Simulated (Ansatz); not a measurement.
# C6HF5: the cost of one run

Computed with Ansatz 0.2.0 (the levels named in each step, unless a step's input says otherwise).

## Step 1: The structure to begin with

Bond lengths: F1–C2 1.369 Å, C2–C3 1.375 Å, C3–F4 1.373 Å, C3–C5 1.413 Å, C5–C6 1.414 Å, C6–F7 1.373 Å, C6–C8 1.375 Å, C8–F9 1.369 Å, C2–C10 1.419 Å, C8–C10 1.419 Å, C10–F11 1.375 Å, C5–H12 1.072 Å. Angles (14 of 18 angles, heavy atoms first): F1–C2–C3 121.0°, F1–C2–C10 119.1°, C3–C2–C10 119.8°, C2–C3–F4 119.9°, C2–C3–C5 122.1°, F4–C3–C5 118.0°, C3–C5–C6 117.2°, C5–C6–F7 118.0°, C5–C6–C8 122.1°, F7–C6–C8 119.9°, C6–C8–F9 121.0°, C6–C8–C10 119.8°, F9–C8–C10 119.1°, C2–C10–C8 119.0°.

As a file:

```xyz
12

F    -2.6119   -0.3428   -0.1072
C    -1.2436   -0.3069   -0.0831
C    -0.5005   -1.4382   -0.3237
F    -1.1317   -2.6265   -0.5949
C     0.9127   -1.4262   -0.3081
C     1.5445   -0.1944   -0.0220
F     2.9166   -0.1646    0.0039
C     0.8294    0.9545    0.2202
F     1.4641    2.1378    0.4873
C    -0.5893    0.9210    0.1981
F    -1.3186    2.0633    0.4277
H     1.4817   -2.3140   -0.5038
```

## Step 2: A rough first relaxation, PBE-D4/def2-SVPD

input.yaml

```yaml
crystal:
  periodic: [false, false, false]
  atoms:
    - { symbol: F, position_ang: [-2.61194, -0.34283, -0.10725] }
    - { symbol: C, position_ang: [-1.24358, -0.30687, -0.08306] }
    - { symbol: C, position_ang: [-0.50054, -1.43823, -0.32374] }
    - { symbol: F, position_ang: [-1.13169, -2.62655, -0.59495] }
    - { symbol: C, position_ang: [0.9127, -1.42619, -0.30812] }
    - { symbol: C, position_ang: [1.54454, -0.19438, -0.02196] }
    - { symbol: F, position_ang: [2.91657, -0.16465, 0.00393] }
    - { symbol: C, position_ang: [0.82942, 0.95453, 0.2202] }
    - { symbol: F, position_ang: [1.46414, 2.13778, 0.48732] }
    - { symbol: C, position_ang: [-0.5893, 0.92098, 0.19809] }
    - { symbol: F, position_ang: [-1.31859, 2.06332, 0.42772] }
    - { symbol: H, position_ang: [1.48166, -2.31398, -0.50378] }
magnetization:
  spin_polarized: true
  initial_magnetization: 1
total_charge: -1
basis:
  gaussian: { orbitals: def2-SVPD }
hamiltonian:
  xc: pbe
  dispersion: d4
relax:
  f_tol: 0.03
  max_steps: 200
```

Started as:

```
ansatz run input.yaml --threads 8 --pin off --max-ram 22528MiB --backend cpu --events-out ev --progress --plain --runs-dir out
```

What time and memory should one allow on 8 threads of AMD EPYC 7R43 (Zen 3), shared host?

About 64 s, with a peak of 1.2 GiB.
